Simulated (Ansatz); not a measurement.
# Ti: the cost of one run

Computed with Ansatz 0.2.0 (DFT PBEsol, scalar-relativistic, plane waves, PAW, unless a step's input says otherwise).

## 1. The starting structure

The structure is cubic, space group Fm-3m (No. 225). The conventional cell has a = 4.060 Å, b = 4.060 Å, c = 4.060 Å, α = 90.00°, β = 90.00°, γ = 90.00°. Ti (site symmetry m-3m) has 12 Ti at 2.87 Å in its first shell of neighbours.

As a file:

```cif
data_structure
_symmetry_space_group_name_H-M 'P 1'
_symmetry_Int_Tables_number 1
_cell_length_a 2.8709
_cell_length_b 2.8709
_cell_length_c 14.0643
_cell_angle_alpha 90.000
_cell_angle_beta 90.000
_cell_angle_gamma 60.000
_cell_volume 100.39
loop_
_atom_site_label
_atom_site_type_symbol
_atom_site_fract_x
_atom_site_fract_y
_atom_site_fract_z
_atom_site_occupancy
Ti1 Ti 0.66667 0.66667 0.16667 1
Ti2 Ti 0.00000 0.00000 0.00000 1
Ti3 Ti 0.33333 0.33333 0.33333 1
Ti4 Ti 0.66667 0.66667 0.66667 1
Ti5 Ti 0.00000 0.00000 0.50000 1
Ti6 Ti 0.33333 0.33333 0.83333 1
```

The cell is taken as given, not relaxed at this level.

## 2. Zero of energy

The cell is repeated 6 times, 6 atoms in all. Reference values: F = -14843.0986 eV; pressure -0.28 GPa; largest force 0.000 eV/Å; gap on the mesh none (metal). It was computed beforehand with the settings of the runs below.

## 3. Setting up a stacking-fault curve

The cut lies on the cell's a–b face, a (1 1 1) plane of area 7.14 Å², between layers 2.34 Å apart (Ti below, Ti above); the cell is 14.1 Å thick. Vector c is tilted by f times 1·a + 1·b (length 4.972 Å) with the atoms' Cartesian places fixed: one unrelaxed fault per cell.

## 4. f = 0.167

input.yaml reads:

```yaml
crystal:
  lattice:
    - [2.03, -2.03, 0.0]
    - [2.03, 0.0, -2.03]
    - [8.796802, 7.781599, 7.781599]
  atoms:
    - { symbol: Ti, position: [0.6527777783, 0.6527777783, 0.0833166667] }
    - { symbol: Ti, position: [-0.152805555, -0.152805555, 0.91665] }
    - { symbol: Ti, position: [0.2916611117, 0.2916611117, 0.2499833333] }
    - { symbol: Ti, position: [0.5694277783, 0.5694277783, 0.5833166667] }
    - { symbol: Ti, position: [-0.069455555, -0.069455555, 0.41665] }
    - { symbol: Ti, position: [0.2083111117, 0.2083111117, 0.7499833333] }
basis:
  ecutwfc: 420
kpoints:
  mp_grid: { grid: [19, 19, 4] }
hamiltonian:
  xc: pbesol
scf:
  occupations: { method: gaussian, width: 0.15 }
output:
  forces: true
  stress: true
  eigenvalues: true
```

Launch:

```bash
$ ansatz run input.yaml --threads 2 --pin off --max-ram 5120MiB --backend cpu --events-out ev --progress --plain --runs-dir out
```

**Question.** How long does this run take on 2 threads of Intel Xeon Platinum 8259CL at 2.50GHz (Skylake/Cascade Lake), shared host, and how much memory does it need?

About 48 s, with a peak of 1.3 GiB.
